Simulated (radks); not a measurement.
# Sr⁴⁺ in [Ar] 3d10 4s2 4p4: an all-electron calculation

Wanted: eigenvalues, radial structure and energy terms of the strontium ion Sr4+.

The numbers are computed with radks (a radial shooting solver on a logarithmic mesh, Libxc functionals) version 1 (Dirac Kohn-Sham, LDA (Slater exchange, Perdew-Wang correlation), spin-unpolarised, spherical densities, point nucleus; open shells fill j = l - 1/2 first), except any that are marked as measured or tabulated.

### Step 1. Starting point

| Item | Value |
| --- | --- |
| element | strontium (Z = 38) |
| charge | +4 |
| electrons | 34 |
| configuration | [Ar] 3d10 4s2 4p4 |

### Step 2. The run

Input:

```text
Z 38
configuration [Ar] 3d10 4s2 4p4
relativity Dirac
functional lda,pw
spin unpolarised
j_filling energy
nucleus point
c 137.035999084
```

Command:

```sh
python run_ks.py task.json out
```

This one command runs every case of the session in turn.

**Question.** What will this run give?

As calculated:

```
                        quantity                   value
                    total energy     -3171.81213 hartree
exchange-correlation share of it                  3.15 %
                            −T/E                  1.0298
          highest occupied level       4p3/2, -64.273 eV
    most extended occupied level  4p3/2, <r> = 1.45 bohr
 radius at density 0.001 e/bohr³               2.99 bohr
    maxima of the radial density                       3
         ionisation energy, NIST       71 (semi-emp.) eV
```

The radial density shows 3 maxima for 4 occupied principal shells; where shells overlap, one shows as a shoulder or not at all. −T/E is 1.030: with relativity the kinetic term as defined here no longer equals −E. Minus the highest eigenvalue, 64.273 eV, is 91 % of the tabulated ionisation energy (71 eV). Spin polarisation and multiplet splitting are left out.
